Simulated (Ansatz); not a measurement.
**CH5FOSeSi: basis-set convergence**

An exercise on one series of results from a longer session: the logs are not shown, and one member is left open.

The runs use Ansatz 0.2.0, Gaussian basis; one geometry, several basis sets.

Plan: PBE0-D4/def2-SVP; ωB97M-V/def2-SVP; PBE0-D4/def2-QZVPP; ωB97M-V/def2-QZVPP; the functionals' def2-TZVPP values are taken from earlier runs.

**The geometry**

The geometry comes from an earlier relaxation with PBE0-D4 in a triple-zeta def2 set; it is a stationary point, not always the lowest conformer.

SMILES `F[SiH2]OC[SeH]`, 10 atoms, charge 0, spin multiplicity 1.

Atoms are counted from 1 here; the program's logs count them from 0.

Bond lengths: F1–Si2 1.596 Å, Si2–O3 1.635 Å, Si2–H6 1.476 Å, Si2–H7 1.476 Å, O3–C4 1.392 Å, C4–Se5 1.963 Å, C4–H8 1.088 Å, C4–H9 1.093 Å, Se5–H10 1.469 Å. Angles: F1–Si2–O3 109.6°, F1–Si2–H6 107.4°, F1–Si2–H7 108.9°, O3–Si2–H6 113.1°, O3–Si2–H7 104.9°, H6–Si2–H7 112.9°, Si2–O3–C4 128.1°, O3–C4–Se5 115.7°, O3–C4–H8 108.4°, O3–C4–H9 111.3°, Se5–C4–H8 108.0°, Se5–C4–H9 103.9°, H8–C4–H9 109.4°, C4–Se5–H10 94.6°.

The first run:

The input, in.yaml:

```yaml
crystal:
  periodic: [false, false, false]
  atoms:
    - {symbol: F, position_ang: [-2.023648, 0.875548, -0.716110]}
    - {symbol: Si, position_ang: [-0.557108, 0.623068, -1.294042]}
    - {symbol: O, position_ang: [0.103553, -0.682917, -0.564725]}
    - {symbol: C, position_ang: [0.159459, -0.969305, 0.796766]}
    - {symbol: Se, position_ang: [0.706625, 0.516469, 1.956553]}
    - {symbol: H, position_ang: [0.219347, 1.860167, -1.080326]}
    - {symbol: H, position_ang: [-0.662355, 0.250025, -2.717748]}
    - {symbol: H, position_ang: [0.858811, -1.789306, 0.946875]}
    - {symbol: H, position_ang: [-0.822291, -1.255551, 1.182112]}
    - {symbol: H, position_ang: [2.100705, 0.520602, 1.493446]}
basis:
  gaussian: {orbitals: def2-SVP}
hamiltonian: {xc: pbe0, dispersion: d4}
output: {orbitals: {seedname: orbitals}}
```

Among the steps run: PBE0-D4 in def2-SVP; ωB97M-V in def2-SVP; PBE0-D4 in def2-QZVPP; ωB97M-V in def2-QZVPP.

One of the session's tables, all rows but one given; the rest of the session is left out.

It belongs to the step «Functionals by basis». 

| functional | basis | HOMO (eV) | LUMO (eV) |
| --- | --- | --- | --- |
| PBE0-D4 | def2-SVP | -6.97 | 0.09 |
| PBE0-D4 | def2-TZVPP | ? | ? |
| PBE0-D4 | def2-QZVPP | -7.09 | -0.33 |
| ωB97M-V | def2-SVP | -9.18 | 2.08 |
| ωB97M-V | def2-TZVPP | -9.28 | 1.62 |
| ωB97M-V | def2-QZVPP | -9.31 | 1.29 |

Q: Estimate the row for PBE0-D4, def2-TZVPP from the others.

The run gave: HOMO (eV): -7.07; LUMO (eV): -0.20. In the column «HOMO (eV)» it lies between PBE0-D4, def2-QZVPP (-7.09) and PBE0-D4, def2-SVP (-6.97).
